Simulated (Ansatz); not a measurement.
# ZnTe2O3: the cost of one run

Method: DFT PBE, scalar-relativistic, plane waves, PAW, in Ansatz 0.2.0.

2 further runs of the same task are left out: 1 that didn't finish, 1 set aside as unsound or not needed.

### 1 The system as given

It takes space group P6/mmm (No. 191, hexagonal). Conventional cell: a = 5.709 Å, b = 5.709 Å, c = 3.386 Å, α = 90.00°, β = 90.00°, γ = 120.00°. Zn (site symmetry 6/mmm) has 6 Te at 3.30 Å and 12 O at 3.32 Å and 2 Zn at 3.39 Å as nearest neighbours. Te (site symmetry -6m2) is surrounded by 6 O at 2.36 Å and 3 Zn at 3.30 Å and 3 Te at 3.30 Å. Around O (site symmetry mmm) lie 4 Te at 2.36 Å and 4 O at 2.85 Å and 4 Zn at 3.32 Å.

Structure file:

```cif
data_structure
_symmetry_space_group_name_H-M 'P6/mmm'
_symmetry_Int_Tables_number 191
_cell_length_a 5.7090
_cell_length_b 5.7090
_cell_length_c 3.3862
_cell_angle_alpha 90.000
_cell_angle_beta 90.000
_cell_angle_gamma 120.000
_cell_volume 95.58
loop_
_atom_site_label
_atom_site_type_symbol
_atom_site_symmetry_multiplicity
_atom_site_Wyckoff_symbol
_atom_site_fract_x
_atom_site_fract_y
_atom_site_fract_z
_atom_site_occupancy
Zn1 Zn 1 a 0.00000 0.00000 0.00000 1
Te1 Te 2 c 0.33333 0.66667 0.00000 1
O1 O 3 g 0.50000 0.00000 0.50000 1
```

The cell was relaxed beforehand at this level, from a database cell with other species swapped in; it is a trial structure. At a tolerance of 0.05 Å it has space group P6/mmm (No. 191); it has 15.93 Å³/atom, an uncorrected energy of -0.03 eV/atom over the elements.

### 2 Bands, states and charges

The input, input.yaml:

```yaml
crystal:
  lattice:
    - [5.7089914887, 0.0, 0.0]
    - [-2.8544957444, 4.9441316592, 0.0]
    - [0.0, 0.0, 3.3862242651]
  atoms:
    - { symbol: Zn, position: [0.0, 0.0, 0.0] }
    - { symbol: Te, position: [0.3333333333, 0.6666666667, 0.0] }
    - { symbol: Te, position: [0.6666666667, 0.3333333333, 0.0] }
    - { symbol: O, position: [0.5, 0.0, 0.5] }
    - { symbol: O, position: [0.5, 0.5, 0.5] }
    - { symbol: O, position: [0.0, 0.5, 0.5] }
basis:
  ecutwfc: 420
kpoints:
  mp_grid: { grid: [12, 12, 12] }
  band_path:
    path:
      - [[0.0, 0.0, 0.0], [0.5, 0.0, 0.0], [0.33333333, 0.33333333, 0.0], [0.0, 0.0, 0.0], [0.0, 0.0, 0.5], [0.5, 0.0, 0.5], [0.33333333, 0.33333333, 0.5], [0.0, 0.0, 0.5]]
      - [[0.5, 0.0, 0.5], [0.5, 0.0, 0.0]]
      - [[0.33333333, 0.33333333, 0.5], [0.33333333, 0.33333333, 0.0]]
    npoints: 14
hamiltonian:
  xc: pbe
scf:
  occupations: { method: gaussian, width: 0.1 }
  n_extra_bands: 15
output:
  forces: true
  stress: true
  eigenvalues: true
  populations: true
  dos: { projected: true, de: 0.02, nscf_kmesh: { grid: [15, 15, 15] } }
  bader: true
  write_density: true
  write_potential: true
  elf: true
  volumetric_format: npy
```

Started as:

```console
$ ansatz run input.yaml --threads 1 --pin off --max-ram 2560MiB --backend cpu --events-out ev --progress --plain --runs-dir out
```

Q: Estimate wall time and peak memory on 1 thread of Arm Neoverse V1, shared host.

About 2 min, with a peak of 0.83 GiB.
